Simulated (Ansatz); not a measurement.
Below is the output of a Python script on Ansatz's Python interface that makes a band structure of Ni, space group Im-3m. Write a script that gives it. Level of theory: PBEsol, PAW, cutoff 435 eV, 17×17×17 k-points, Fermi-Dirac smearing of 0.1 eV, collinear spin.

```
Ni
1.0
    -1.38372    1.38372    1.38372
     1.38372   -1.38372    1.38372
     1.38372    1.38372   -1.38372
Ni
1
Direct
  0.00000 0.00000 0.00000
```

`python bands_ni.py` gives:
```text
ni: converged          True
ni: n_iterations       13
ni: n_electrons        18.0
ni: n_kpoints          165
ni: n_pw               225
ni: n_symmetry_ops     48
ni: free_energy_ev     -5804.893805583011
ni: fermi_energy_ev    18.47682935668588
ni: levels less the Fermi level (eV) at the first k-points (first spin channel where there are two)
ni: k = (0.000, 0.000, 0.000)
    -103.113 -63.502 -63.502 -63.502 -9.233 -2.350 -2.350 -2.350 -0.902 -0.902 26.429 26.429 26.429 31.317 31.317
ni: k = (0.000, 0.000, 0.059)
    -103.112 -63.510 -63.505 -63.502 -9.086 -2.384 -2.352 -2.281 -0.938 -0.900 25.250 26.161 26.229 30.456 30.673
ni: k = (0.000, 0.000, 0.118)
    -103.108 -63.535 -63.513 -63.501 -8.655 -2.483 -2.368 -2.081 -1.023 -0.891 22.679 25.235 25.765 28.509 29.470
ni: k = (0.000, 0.000, 0.176)
    -103.101 -63.572 -63.526 -63.501 -7.963 -2.630 -2.411 -1.768 -1.104 -0.874 19.667 23.869 25.243 26.485 28.589
ni: k = (0.000, 0.000, 0.235)
    -103.094 -63.616 -63.541 -63.501 -7.071 -2.804 -2.458 -1.371 -1.132 -0.850 16.585 22.466 24.649 24.772 28.039
ni: k = (0.000, 0.000, 0.294)
    -103.086 -63.662 -63.557 -63.501 -6.109 -2.981 -2.385 -1.102 -0.937 -0.818 13.598 21.229 23.051 24.393 27.731
ni: pressure -2.511 GPa
ni: stress tensor, GPa, positive in compression
[[-2.511  0.     0.   ]
 [ 0.    -2.511  0.   ]
 [ 0.     0.    -2.511]]
ni: zero of the bands: 18.477 eV, the Fermi level found on the SCF mesh
channel 0 - computed levels within 8 eV of the Fermi level
  G    -2.350  -2.350  -2.350  -0.902  -0.902
  H    -4.392  -4.392  -0.214  -0.214  -0.214
  N    -4.822  -3.321  -0.973  -0.738   0.020   0.093   6.615
  G    -2.350  -2.350  -2.350  -0.902  -0.902
  P    -3.276  -3.276  -3.276  -0.707  -0.707
  H    -4.392  -4.392  -0.214  -0.214  -0.214
channel 1 - computed levels within 8 eV of the Fermi level
  G    -1.783  -1.783  -1.783  -0.416  -0.416
  H    -4.065  -4.065   0.429   0.429   0.429
  N    -4.506  -2.807  -0.450  -0.240   0.084   0.672   6.932
  G    -1.783  -1.783  -1.783  -0.416  -0.416
  P    -2.851  -2.851  -2.851  -0.206  -0.206
  H    -4.065  -4.065   0.429   0.429   0.429
```

The script that was run (others could print the same):

`bands_ni.py`
```python
"""Band structure of Ni."""

import logging
import sys
import warnings

import ansatz as az
import numpy as np

logging.basicConfig(stream=sys.stdout, format="%(name)s: %(message)s")
log = logging.getLogger("ni")
log.setLevel(logging.INFO)


def main() -> None:
    warnings.simplefilter("ignore", az.DeckWarning)

    lattice = az.Lattice.of(
        (-1.383715, 1.383715, 1.383715),
        (1.383715, -1.383715, 1.383715),
        (1.383715, 1.383715, -1.383715),
    )
    sites = [
        ("Ni", (0.0, 0.0, 0.0)),
    ]
    crystal = az.Crystal(lattice=lattice)
    for symbol, position in sites:
        crystal = crystal.atom(symbol, position)
    crystal = crystal.moments(Ni=1.0)

    # vertices of the path, as fractions of the reciprocal vectors
    path = [
        ("G", (0.0, 0.0, 0.0)),
        ("H", (0.5, -0.5, 0.5)),
        ("N", (0.0, 0.0, 0.5)),
        ("G", (0.0, 0.0, 0.0)),
        ("P", (0.25, 0.25, 0.25)),
        ("H", (0.5, -0.5, 0.5)),
    ]
    job = (
        crystal.calculation()
        .pseudopotentials("paw")
        .functional("pbesol")
        .kpoints(17, 17, 17)  # sampling of the Brillouin zone
        .scf(tolerance=1e-10)
        .basis(16 * az.Ha)
        .spin("collinear")  # spin-polarised run
        .occupations("fermi_dirac", width=100 * az.meV)  # the run then minimises F = E - TS
        .band_structure([point for _, point in path], intervals=4)  # levels along the path at the converged density
        .scf(extra_bands=6)
        .band_table()  # levels at the mesh points
        .stress()  # positive in compression
    )
    res = job.run(threads=1)
    rep = res.report

    for key in ("converged", "n_iterations", "n_electrons", "n_kpoints", "n_pw", "n_symmetry_ops", "free_energy_ev", "fermi_energy_ev"):
        log.info(f"{key:18s} {rep[key]}")

    fermi = rep["fermi_energy_ev"]
    log.info("levels less the Fermi level (eV) at the first k-points (first spin channel where there are two)")
    for k, levels in list(zip(rep["kpoints_frac"], rep["eigenvalues_ev"]))[:6]:
        log.info("k = ({:.3f}, {:.3f}, {:.3f})".format(*k))
        print("   ", " ".join(f"{e - fermi:.3f}" for e in levels))

    # the stress is positive in compression
    stress = np.array(rep["stress_gpa"])
    log.info(f"pressure {np.trace(stress) / 3:.3f} GPa")
    log.info("stress tensor, GPa, positive in compression")
    print(np.round(stress, 3) + 0.0)

    bands = res.band_structure()
    fermi = bands.fermi_energy_ev
    log.info(f"zero of the bands: {fermi:.3f} eV, the Fermi level found on the SCF mesh")
    for spin, channel in enumerate(bands.channels):
        print("channel", spin, "- computed levels within 8 eV of the Fermi level")
        for i, (label, _) in enumerate(path):
            levels = channel.eigenvalues_ev[i * 4] - fermi
            print(f"  {label:3s}", " ".join(f"{e:7.3f}" for e in levels if abs(e) < 8))


if __name__ == "__main__":
    main()
```

Caveats:
- Absolute energies stand on the zero of these potentials, so only differences at equal settings mean something. A total without «per atom» is that of the whole cell that was run.
- Other magnetic orders than the one started from may lie lower.
- The zero of the levels is a convention of the potentials, so an absolute Fermi energy is no work function.
- This isn't the structure that Ni takes at ambient conditions.
- Gaps and levels are Kohn-Sham values on a finite set of k-points.
- Finished in 9.6 s on 1 thread of Arm Neoverse V1, with other jobs on the host, peak memory 0.38 GiB.
